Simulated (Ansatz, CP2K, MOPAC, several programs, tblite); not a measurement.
Energy against volume for CsPbI2Br (P4/mmm) from a database structure, at fixed shape and fractional coordinates, computed by several methods (PBE and r2SCAN, where shown, with plane waves in Ansatz); the cell shown is that of r2SCAN. With free coordinates or axes held, a curve is too stiff, and on another method's shape its minimum isn't the method's own volume. The symmetry is P4/mmm (No. 123, tetragonal); conventional cell a = 6.365 Å, c = 5.924 Å, 48.00 Å³ an atom. Around Cs lie 8 I at 4.35 Å; around Pb lie 2 Br at 2.96 Å and 4 I at 3.18 Å; around I lie 2 Pb at 3.18 Å and 4 Cs at 4.35 Å; around Br lie 2 Pb at 2.96 Å. Calculated for a static, non-magnetic cell. Energies count from each curve's lowest point; fits are third-order Birch-Murnaghan.

```xyz
5
Lattice="6.3651 0.0000 0.0000 0.0000 6.3651 0.0000 0.0000 0.0000 5.9242" Properties=species:S:1:pos:R:3 pbc="T T T"
Cs    3.1826    3.1826    2.9621
Pb    0.0000    0.0000    0.0000
I     0.0000    3.1826    0.0000
I     3.1826    0.0000    0.0000
Br    0.0000    0.0000    2.9621
```

PBE, on the shape of its own relaxed cell:

| V (Å³/atom) | E (meV/atom) |
| --- | --- |
| 46.483 | 10.09 |
| 47.966 | 2.41 |
| 49.450 | 0.00 |
| 50.933 | 2.04 |
| 52.417 | 7.82 |

V₀ = 49.47 Å³ an atom and B₀ = 16 GPa.

r2SCAN, on the shape of its own relaxed cell:
```
V (Å³/atom)  E (meV/atom)
     45.124         11.26
     46.564          2.71
     48.004          0.00
     49.444          2.20
     50.884          8.53
```
V₀ = 48.04 Å³ an atom and B₀ = 18 GPa.

PBE/SZV (CP2K), on the shape of the cell shown:

| V (Å³/atom) | E (meV/atom) |
| --- | --- |
| 42.243 | 134.66 |
| 45.124 | 56.97 |
| 48.004 | 15.42 |
| 50.884 | 0.00 |
| 53.764 | 3.52 |

V₀ = 51.68 Å³ an atom and B₀ = 17 GPa.

PM7 (MOPAC), on the shape of the cell shown, as a cluster of 40 atoms at the zone centre:
```
V (Å³/atom)  E (meV/atom)
     42.243         15.77
     45.124          0.00
     48.004         16.42
     50.884         51.37
     53.764        101.84
```
The points scatter about the fit by more than 0.3 meV an atom, so no fit is quoted.

GFN2-xTB (tblite), on the shape of the cell shown, as a cluster of 40 atoms at the zone centre:

| V (Å³/atom) | E (meV/atom) |
| --- | --- |
| 42.243 | 93.94 |
| 45.124 | 30.21 |
| 48.004 | 5.71 |
| 50.884 | 0.00 |
| 53.764 | 8.42 |

The points scatter about the fit by more than 0.3 meV an atom, so no fit is quoted.
